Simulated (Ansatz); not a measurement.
# Zr2PdS3: the cost of one run

Computed with Ansatz 0.2.0 (DFT PBE, scalar-relativistic, plane waves, PAW, unless a step's input says otherwise).

## (1) The system as given

It takes space group P-4m2 (No. 115, tetragonal). Conventional cell: a = 3.956 Å, b = 3.956 Å, c = 6.580 Å, α = 90.00°, β = 90.00°, γ = 90.00°. Around Zr (site symmetry 2mm) lie 2 Pd at 2.65 Å and 7 S at 2.65 to 2.82 Å. Pd (site symmetry -4m2) has 4 Zr at 2.65 Å and 8 S at 2.80 to 2.91 Å in its first shell of neighbours. S (site symmetry -4m2) has 4 Zr at 2.65 Å and 4 Pd at 2.80 Å in its first shell of neighbours. S (site symmetry 2mm) has 5 Zr at 2.69 to 2.82 Å and 2 Pd at 2.91 Å in its first shell of neighbours.

Coordinates:

```cif
data_structure
_symmetry_space_group_name_H-M 'P 1'
_symmetry_Int_Tables_number 1
_cell_length_a 3.9557
_cell_length_b 3.9557
_cell_length_c 6.5800
_cell_angle_alpha 90.000
_cell_angle_beta 90.000
_cell_angle_gamma 90.000
_cell_volume 102.96
loop_
_atom_site_label
_atom_site_type_symbol
_atom_site_fract_x
_atom_site_fract_y
_atom_site_fract_z
_atom_site_occupancy
Zr1 Zr 0.50000 0.00000 0.26714 1
Zr2 Zr 0.00000 0.50000 0.73286 1
Pd1 Pd 0.50000 0.50000 0.00000 1
S1 S 0.00000 0.00000 0.00000 1
S2 S 0.50000 0.00000 0.67563 1
S3 S 0.00000 0.50000 0.32437 1
```

A structure generator made this guess: species swapped into a database cell of Mn3CoAs2 (P-4m2, No. 115), with S on the Mn sites, Pd on the Co sites and Zr on the As sites. Lengths come from tabulated atomic sizes and are only a guess.

## (2) A first look at the guess

The input, input.yaml:

```yaml
crystal:
  lattice:
    - [3.95566357, 0.0, 0.0]
    - [0.0, 3.95566357, 0.0]
    - [0.0, 0.0, 6.57999316]
  atoms:
    - { symbol: Zr, position: [0.5, 0.0, 0.26714101] }
    - { symbol: Zr, position: [0.0, 0.5, 0.73285899] }
    - { symbol: Pd, position: [0.5, 0.5, 0.0] }
    - { symbol: S, position: [0.0, 0.0, 0.0] }
    - { symbol: S, position: [0.5, 0.0, 0.67562503] }
    - { symbol: S, position: [0.0, 0.5, 0.32437497] }
basis:
  ecutwfc: 420
kpoints:
  mp_grid: { grid: [4, 4, 4] }
hamiltonian:
  xc: pbe
scf:
  occupations: { method: gaussian, width: 0.1 }
  lower_state_search: "off"
output:
  forces: true
  stress: true
  eigenvalues: true
```

On the command line:

```sh
> ansatz run input.yaml --threads 1 --pin off --max-ram 2560MiB --backend cpu --events-out ev --progress --plain --runs-dir out
```

**Question.** How long does this run take on 1 thread of Arm Neoverse V1, shared host, and how much memory does it need?

About 6 s, with a peak of 0.34 GiB.
